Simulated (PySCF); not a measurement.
# Pm2O3: other functionals and bases at one geometry

Aim: see how levels, charges and forces of Pm2O3 depend on the level of theory. The species was built from a template and needn't be a known compound.

Program: PySCF 2.14.0. Level of theory: several levels, as the steps say, no spin–orbit coupling. These are calculated values, not measurements.

5 further runs of the same task are left out: 2 for a known fault of the program, 3 that didn't finish.

### Step 1. Where the work starts

5 atoms, charge 0, spin multiplicity 1.

Bond lengths: Pm1–Pm2 2.915 Å, Pm1–O3 2.142 Å, Pm1–O4 2.142 Å, Pm1–O5 2.142 Å, Pm2–O3 2.142 Å, Pm2–O4 2.142 Å, Pm2–O5 2.142 Å. Angles: Pm2–Pm1–O3 47.1°, Pm2–Pm1–O4 47.1°, Pm2–Pm1–O5 47.1°, O3–Pm1–O4 78.8°, O3–Pm1–O5 78.8°, O4–Pm1–O5 78.8°, Pm1–Pm2–O3 47.1°, Pm1–Pm2–O4 47.1°, Pm1–Pm2–O5 47.1°, O3–Pm2–O4 78.8°, O3–Pm2–O5 78.8°, O4–Pm2–O5 78.8°, Pm1–O3–Pm2 85.7°, Pm1–O4–Pm2 85.7°, Pm1–O5–Pm2 85.7°.

Geometry (Å):

```
Pm    0.00000    0.00000    1.45730
Pm    0.00000    0.00000   -1.45730
O     1.56997   -0.00001    0.00000
O    -0.78498    1.35963    0.00000
O    -0.78499   -1.35963    0.00000
```

Formal oxidation states: Pm +3. Each metal's 4 4f electrons lie in its core potential, so multiplicities, spins and levels count the valence alone. An earlier session relaxed this geometry at B3LYP, Pm lcecp-1-SVP with ECP50, O def2-SVP (singlet, point group D3h).

At B3LYP on the finer grid: E = -293.970314 Eh, HOMO -5.01 eV, LUMO -1.46 eV, Mulliken charge on Pm1 +0.93 e, largest force component 0.004 eV/Å. 

Levels to run: r2SCAN; revPBE; TPSSh; PBE; B3LYP, TZVP. Hardware: 2 threads of Arm Neoverse V1, shared host.

### Step 2. r2SCAN

The input, run.py (the lines that set the calculation):

```python
mol = gto.M(atom='''
Pm     0.00000     0.00000     1.45730
Pm     0.00000     0.00000    -1.45730
O      1.56997    -0.00001     0.00000
O     -0.78498     1.35963     0.00000
O     -0.78499    -1.35963     0.00000''',
    basis={'Pm': 'lcecp-1-SVP', 'O': 'def2-SVP'},
    ecp={'Pm': 'lcecp-1-SVP'},
    charge=0, spin=0)
mf = dft.RKS(mol, xc='R2SCAN')
mf.grids.atom_grid = (75, 302)  # f atoms: unpruned, at least (60, 302)
mf = mf.density_fit()  # fitting sets: Pm AutoAux, O def2-universal-JKFIT
mf.conv_tol = 1e-08; mf.max_cycle = 55
mf.kernel(dm0)  # dm0: the density of the relaxed state
```

Started as:

```sh
$ OMP_NUM_THREADS=2 python run.py
```

### Step 3. revPBE

Changes to run.py (the lines that set the calculation) since step 2:

```diff
@@ -9,3 +9,3 @@
     charge=0, spin=0)
-mf = dft.RKS(mol, xc='R2SCAN')
+mf = dft.RKS(mol, xc='PBE_R,PBE')
 mf.grids.atom_grid = (75, 302)  # f atoms: unpruned, at least (60, 302)
```

### Step 4. TPSSh

Changes to run.py (the lines that set the calculation) since step 3:

```diff
@@ -9,3 +9,3 @@
     charge=0, spin=0)
-mf = dft.RKS(mol, xc='PBE_R,PBE')
+mf = dft.RKS(mol, xc='TPSSH')
 mf.grids.atom_grid = (75, 302)  # f atoms: unpruned, at least (60, 302)
```

### Step 5. PBE

Changes to run.py (the lines that set the calculation) since step 4:

```diff
@@ -9,3 +9,3 @@
     charge=0, spin=0)
-mf = dft.RKS(mol, xc='TPSSH')
+mf = dft.RKS(mol, xc='PBE')
 mf.grids.atom_grid = (75, 302)  # f atoms: unpruned, at least (60, 302)
```

### Step 6. B3LYP, TZVP

Basis: Pm lcecp-1-TZVP with ECP50, O def2-TZVP. 

The input, run.py (the lines that set the calculation):

```python
mol = gto.M(atom='''
Pm     0.00000     0.00000     1.45730
Pm     0.00000     0.00000    -1.45730
O      1.56997    -0.00001     0.00000
O     -0.78498     1.35963     0.00000
O     -0.78499    -1.35963     0.00000''',
    basis={'Pm': 'lcecp-1-TZVP', 'O': 'def2-TZVP'},
    ecp={'Pm': 'lcecp-1-TZVP'},
    charge=0, spin=0)
mf = dft.RKS(mol, xc='B3LYP')
mf.grids.atom_grid = (75, 302)  # f atoms: unpruned, at least (60, 302)
mf = mf.density_fit()  # fitting sets: Pm AutoAux, O def2-universal-JKFIT
mf.conv_tol = 1e-08; mf.max_cycle = 55
mf.kernel(dm0)  # dm0: free metal ions and neutral atoms
```

Before running it: what results should come out? Wanted: for each run, HOMO; gap; charge on Pm1; dipole; largest force.

**Answer**, as computed:

| level | state | HOMO (eV) | gap (eV) | charge on Pm1 (e) | dipole (D) | largest force (eV/Å) | basis functions | time |
| --- | --- | --- | --- | --- | --- | --- | --- | --- |
| B3LYP (relaxed here) | singlet | -5.01 | 3.56 | 0.93 | 0.00 | 0.00 | 108 | 18 s |
| r2SCAN | singlet | -4.11 | 2.88 | 0.94 | 0.00 | 0.29 | 108 | 11 s |
| revPBE | singlet | -3.89 | 2.24 | 0.82 | 0.00 | 0.23 | 108 | 9.6 s |
| TPSSh | singlet | -4.43 | 3.13 | 0.94 | 0.00 | 0.22 | 108 | 10 s |
| PBE | singlet | -3.98 | 2.28 | 0.80 | 0.00 | 0.10 | 108 | 9.6 s |
| B3LYP, TZVP | singlet | -5.09 | 3.62 | 1.24 | 0.00 | 0.12 | 187 | 19 s |

Times are on 2 threads of Arm Neoverse V1, shared host; the first row also made further properties.

In one basis the HOMO–LUMO gap runs from 2.24 eV (revPBE) to 3.56 eV (B3LYP). The largest leftover force, 0.29 eV/Å with r2SCAN, stands at a geometry relaxed at another level. The Mulliken charge on Pm spans +0.80 to +1.24 e over the levels. With 4f in the core, its levels are missing from HOMO and gap. Total energies of different levels can't be compared. Spin–orbit coupling is left out throughout.
